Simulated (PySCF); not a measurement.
# C6H5ClF2O: magnetic properties

Programs: PySCF 2.14.0, with routines of our own; each step states its level. All values are computed. Atoms count from 0.

## 1. The starting structure

15 atoms, charge 0, multiplicity 1; geometry from: GFN2-xTB.

## 2. Magnetic properties: GIAO B97-2/pcSseg-1

The job: settings as JSON, then the geometry in Å.

```
{"job": {"kind": "mag", "xc": "B97-2", "basis": "pcSseg-1", "isotopologues": 0}, "charge": 0, "multiplicity": 1}
C     -3.072462     0.569627    -0.002249
C     -1.826949     0.167139    -0.126621
O     -0.662770     0.929228    -0.368180
C      0.068823    -0.276987    -0.332542
C      1.531642    -0.356298    -0.507735
C      2.242116     0.522016     0.521682
F      2.154990    -0.021442     1.757096
F      3.563171     0.604427     0.236683
C     -1.007869    -1.055231    -0.099424
Cl    -1.321414    -2.706667     0.121964
H     -3.328977     1.610423    -0.082203
H     -3.856829    -0.140713     0.183081
H      1.859301    -1.390786    -0.392093
H      1.816724     0.009790    -1.498202
H      1.836088     1.543464     0.566831
```

Method: GIAO B97-2/pcSseg-1 magnetisability, rotational g tensor and spin-rotation constants, non-relativistic, gas phase.

Command:

```
$ OMP_NUM_THREADS=1 python excited_run.py task.json out
```

This one command runs all jobs of the session in turn.

**Question.** How long does this first job take on 1 thread of Arm Neoverse V2, shared host, and how much memory does it need?

About 39 s, with a peak of 0.9 GiB.
